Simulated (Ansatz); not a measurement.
# AlBrH₄OSi, SMILES [OH][Al]([SiH3])[Br]: an atomisation energy

Computed with the Python package of Ansatz (0.2.0).

The cells in order, each with its output:

In [1]:
```python
from collections import Counter

import ansatz
```

In [2]:
```python
BASIS = "cc-pVDZ"
XC = "r2scan"
DISPERSION = "d4"
```

In [3]:
```python
def total_energy(molecule, charge=0, unpaired=0):
    calc = (
        molecule.calculation()
        .basis(gaussian=BASIS)
        .functional(XC, dispersion=DISPERSION)
    )
    if charge:
        calc = calc.charge(charge)
    if unpaired:
        calc = calc.spin("collinear", total=unpaired)
    report = calc.run().report
    if report["published_state_doubts"]:
        print("  doubts:", report["published_state_doubts"])
    return report["free_energy_ev"]
```

In [4]:
```python
albrh4osi = (
    ansatz.Crystal.molecule()
    .atom("O", [1.1003, 1.0102, -1.8215])
    .atom("Al", [-0.2515, 0.0961, -0.9615])
    .atom("Si", [0.0582, -0.5836, 1.2582])
    .atom("Br", [-2.2002, -0.4286, -2.0754])
    .atom("H", [0.8378, 1.994, -1.6542])
    .atom("H", [-0.9542, 0.0151, 2.1243])
    .atom("H", [1.4387, -0.1253, 1.732])
    .atom("H", [0.0631, -2.035, 1.3422])
)
```

In [5]:
```python
unpaired = {"O": 2, "Al": 1, "Si": 2, "Br": 1, "H": 1}
counts = Counter(site.symbol for site in albrh4osi.cartesian_sites)
atom_energy = {s: total_energy(ansatz.Crystal.molecule().atom(s, (0, 0, 0)), 0, unpaired[s]) for s in counts}
whole = total_energy(albrh4osi, 0, 0)
for s, e in atom_energy.items():
    print(f"{s:2s} x{counts[s]}  {e:14.5f} eV")
print(f"AlBrH4OSi: {whole:.5f} eV")
split = sum(counts[s] * e for s, e in atom_energy.items()) - whole
print(f"atomisation energy (no zero-point term): {96.485332 * split:.1f} kJ/mol, {split / sum(counts.values()):.3f} eV an atom")
```
```text
O  x1     -2041.73156 eV
Al x1     -6594.06165 eV
Si x1     -7873.31099 eV
Br x1    -70043.89305 eV
H  x4       -13.58415 eV
AlBrH4OSi: -86632.07635 eV
atomisation energy (no zero-point term): 2387.3 kJ/mol, 3.093 eV an atom
```

2387.3 kJ/mol from the electronic energies, without the zero-point term.

What to keep in mind:
- Total energies depend on the basis set; only differences at equal settings carry meaning.
- The geometry is a force-field or estimated start, not a minimum of this method, and the basis set is short of its limit. All parts are taken at fixed geometry, without zero-point energy.
- For Al to Cl the sets with a tight d function, cc-pV(X+d)Z, are usual.
- The spin-orbit lowering of heavy atoms is left out.
- Wall time of the script: 15 s on 1 thread of Arm Neoverse V1 (shared host), peak memory 0.23 GiB.
